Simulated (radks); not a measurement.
# Br⁴⁺ in [Ar] 3d10 4p3: an all-electron calculation

The task here is to estimate one member of a computed series from the others.

The numbers are computed with radks (a radial shooting solver on a logarithmic mesh, Libxc functionals) version 1 (Dirac Kohn-Sham, B86b exchange with PBE correlation, spin-unpolarised, spherical densities, finite nucleus; open shells are shared between the two j in proportion to 2j + 1), except any that are marked as measured or tabulated.

## Starting point

| Quantity | Value |
| --- | --- |
| element | bromine (Z = 35) |
| charge | +4 |
| electrons | 31 |
| configuration | [Ar] 3d10 4p3 |
| nuclear rms radius | 4.1629 fm |

Outer shells as boxes (Hund's rule):

Br⁴⁺
```
[Ar] core
3d [↑↓][↑↓][↑↓][↑↓][↑↓]
4p [↑ ][↑ ][↑ ]
```

Set-up of the first run:

Settings of this run:

```text
Z 35
configuration [Ar] 3d10 4p3 4s0 4d0
relativity Dirac
functional b86_mgc,pbe
spin unpolarised
j_filling average
nucleus finite rms 4.1629 fm
c 137.035999084
```

Started as:

```bash
$ python run_ks.py task.json out
```

All runs below come from this command, one after another.

Steps of the session up to this table: Self-consistent calculation.

One of the session's tables, all rows but one given; the rest of the session is left out.

It belongs to the step «Radial structure». From the orbitals of this run (lengths in bohr):

| level | <r> | outermost maximum (interpolated) | 90 % within | nodes |
| --- | --- | --- | --- | --- |
| 1s1/2 | 0.04274 | 0.0279 | 0.0764 | 0 |
| 2s1/2 | 0.1892 | 0.159 | 0.293 | 1 |
| 2p1/2 | 0.1627 | 0.125 | 0.266 | 0 |
| 2p3/2 | 0.1666 | 0.128 | 0.272 | 0 |
| 3s1/2 | 0.5505 | 0.484 | 0.819 | 2 |
| 3p1/2 | 0.5556 | 0.475 | 0.848 | 1 |
| 3p3/2 | 0.5660 | 0.484 | 0.864 | 1 |
| 3d3/2 | 0.5816 | 0.429 | 0.955 | 0 |
| 3d5/2 | 0.5855 | 0.431 | 0.961 | 0 |
| 4s1/2 | 1.496 | 1.34 | 2.17 | 3 |
| 4p1/2 | 1.660 | 1.47 | 2.43 | 2 |
| 4p3/2 | 1.683 | 1.50 | 2.46 | 2 |
| 4d3/2 | 2.190 | 1.92 | 3.26 | 1 |
| 4d5/2 | ? | ? | ? | ? |

Q: Estimate the row for 4d5/2 from the others.

The run gave: <r>: 2.197; outermost maximum (interpolated): 1.92; 90 % within: 3.27; nodes: 1. In the column «<r>» it is the highest.
